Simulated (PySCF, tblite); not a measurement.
**CH4F3NOSi2, a small gas-phase stand-in for a defect centre: NMR shifts, core binding energies and electronic excitations**

Wanted: the NMR shifts, core binding energies and electronic excitations for `F[Si](F)(F)O[C]N[SiH3]`. It is drawn as: twofold C.

Computed with tblite 0.8.0 and PySCF 2.14.0; each step states its level. No surroundings beyond the atoms listed, unless a continuum is named. Atoms count from 0, parts from 1.

## (1) The system as given

12 atoms, charge 0, multiplicity 1; geometry: distance geometry start.

## (2) Relaxing the cluster with GFN2-xTB

Job settings and geometry (Å):

```
{"job": {"kind": "relax", "xc": "GFN2-xTB", "basis": "xTB"}, "charge": 0, "multiplicity": 1}
C      0.299986     0.086972    -0.658586
N     -1.103537     0.443913    -0.708397
Si    -2.343718    -0.596091    -0.097155
O      1.578820    -0.243930    -0.648732
Si     2.516223     0.380850     0.572485
F      1.948577    -0.075480     2.003604
F      2.513348     1.988108     0.448692
F      4.004849    -0.150146     0.398262
H     -1.364634     0.751018    -1.655944
H     -2.064120    -0.948095     1.268291
H     -3.628157     0.142353    -0.267932
H     -2.388526    -1.801855    -0.992184
```

Method: GFN2-xTB geometry optimisation, gas phase.

Started as:

```console
OMP_NUM_THREADS=1 python cluster_run.py task.json out
```

One launch serves the whole session: the jobs run in the order shown.

**Question.** The jobs that follow are: PBE0-D3(BJ)/def2-SVP geometry optimisation, gas phase; GIAO PBE0/pcSseg-1 NMR shielding, non-relativistic, gas phase; delta-SCF UKS SCAN, pcX-2 on the ionised atom, pcseg-1 elsewhere, spin-free X2C; TDDFT CAM-B3LYP/def2-SVPD, vertical, gas phase, core orbitals frozen in the response. Predict: point group; rotational constants (main isotopes); $^{13}$C shifts against TMS (PBE0/pcSseg-1); $^{1}$H shifts against TMS (PBE0/pcSseg-1); $^{15}$N shifts against NH3 (PBE0/pcSseg-1); $^{29}$Si shifts against TMS (PBE0/pcSseg-1); $^{17}$O shifts against H2O (PBE0/pcSseg-1); $^{19}$F shifts against CFCl3 (PBE0/pcSseg-1); Si2p binding energies, SCAN/pcX-2; N1s binding energies, SCAN/pcX-2; O1s binding energies, SCAN/pcX-2; lowest singlet (CAM-B3LYP/def2-SVPD); brightest single state of those computed; lowest triplet; vertical ionisation energy (ΔSCF).

As calculated:

```
                                     quantity                        value
                                  point group                           C1
         rotational constants (main isotopes)         3.35, 0.63, 0.62 GHz
  $^{13}$C shifts against TMS (PBE0/pcSseg-1)                    310.0 ppm
   $^{1}$H shifts against TMS (PBE0/pcSseg-1)   6.98, 5.26, 4.81, 4.78 ppm
  $^{15}$N shifts against NH3 (PBE0/pcSseg-1)                    184.6 ppm
 $^{29}$Si shifts against TMS (PBE0/pcSseg-1)            -44.3, -105.5 ppm
  $^{17}$O shifts against H2O (PBE0/pcSseg-1)                    228.7 ppm
$^{19}$F shifts against CFCl3 (PBE0/pcSseg-1)   -143.1, -152.0, -152.2 ppm
            Si2p binding energies, SCAN/pcX-2    Si4 111.06, Si2 108.20 eV
             N1s binding energies, SCAN/pcX-2                 N1 406.22 eV
             O1s binding energies, SCAN/pcX-2                 O3 539.76 eV
         lowest singlet (CAM-B3LYP/def2-SVPD)  4.43 eV (280 nm), f = 0.012
     brightest single state of those computed  state 2, 6.18 eV, f = 0.046
                               lowest triplet                      2.66 eV
            vertical ionisation energy (ΔSCF)                      9.15 eV
```

**Reading.** The start of the PBE0/def2-SVP relaxation was shaken at random by about 0.01 Å, so part of the energy gained, and of the first lengths quoted, undoes that. The optimisation took 21 steps and gained 0.302 eV; among the close pairs (by a distance rule), O3–Si4 changed most, from 1.563 to 1.628 Å (PBE0/def2-SVP). Hydrogens of an XH3 group are listed apart at this fixed geometry; free rotation makes them one line at their mean. At PBE0/pcSseg-1: The largest span, 526 ppm, is at C0, where the paramagnetic term is -370 ppm. At SCAN/pcX-2: Si4 (silicon bonded to 3 F, O) binds its Si2p electron 2.86 eV more tightly than Si2 (silicon bonded to N, 3 H). The lowest singlet, at 4.43 eV, is HOMO→LUMO 0.86, HOMO→LUMO+1 0.11 and is weak; of the 6 states computed, the strongest absorption comes from state 2 at 6.18 eV. The lowest triplet lies 1.77 eV below the lowest singlet (triplets in Tamm-Dancoff, singlets in full TDDFT). ΔSCF puts the ionisation energy at 9.15 eV, 0.86 eV above −ε(HOMO). A capped cluster stands for the solid here, so long-range fields and strain are missing, and bands or shifts of the capping hydrogens have no counterpart in it.
